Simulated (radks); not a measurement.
# Hg⁴⁺ in [Kr] 4d10 4f14 5s2 5p5 5d8 6d1: an all-electron calculation

What are the levels of the mercury ion Hg4+, how large are its shells, and how does its energy divide?

Method: scalar-relativistic Kohn-Sham, BLYP, spin-polarised, spherical densities, point nucleus; open shells are filled with parallel spins first. Code: radks (a radial shooting solver on a logarithmic mesh, Libxc functionals) version 1.

### Step 1. The atom as given

- element: mercury (Z = 80)
- charge: +4
- electrons: 76
- configuration: [Kr] 4d10 4f14 5s2 5p5 5d8 6d1

The outer shells:

Hg⁴⁺
```
[Kr] core
4d [↑↓][↑↓][↑↓][↑↓][↑↓]
4f [↑↓][↑↓][↑↓][↑↓][↑↓][↑↓][↑↓]
5s [↑↓]
5p [↑↓][↑↓][↑ ]
5d [↑↓][↑↓][↑↓][↑ ][↑ ]
6d [↑ ][  ][  ][  ][  ]
```

### Step 2. Self-consistent calculation

Input:

```text
Z 80
configuration [Kr] 4d10 4f14 5s2 5p5 5d8 6d1 6s0 6p0
relativity scalar-relativistic
functional b88,lyp
spin polarised
nucleus point
c 137.035999084
```

Run with:

```bash
python run_ks.py task.json out
```

All runs below come from this command, one after another.

**Question.** What will this run give?

**Answer**, as computed:

```
                        quantity                   value
                    total energy     -19616.0032 hartree
exchange-correlation share of it                  1.88 %
                            −T/E                  1.1230
          highest occupied level       6d up, -24.685 eV
    most extended occupied level  6d up, <r> = 3.25 bohr
 radius at density 0.001 e/bohr³               4.20 bohr
    maxima of the radial density                       4
```

6 principal shells are occupied and 4 maxima appear in the radial density; where shells overlap, one shows as a shoulder or not at all. Relativity lifts −T/E to 1.123. This is not the tabulated ground configuration, so its levels and sizes aren't those of the ground state, and no measured value stands beside it.
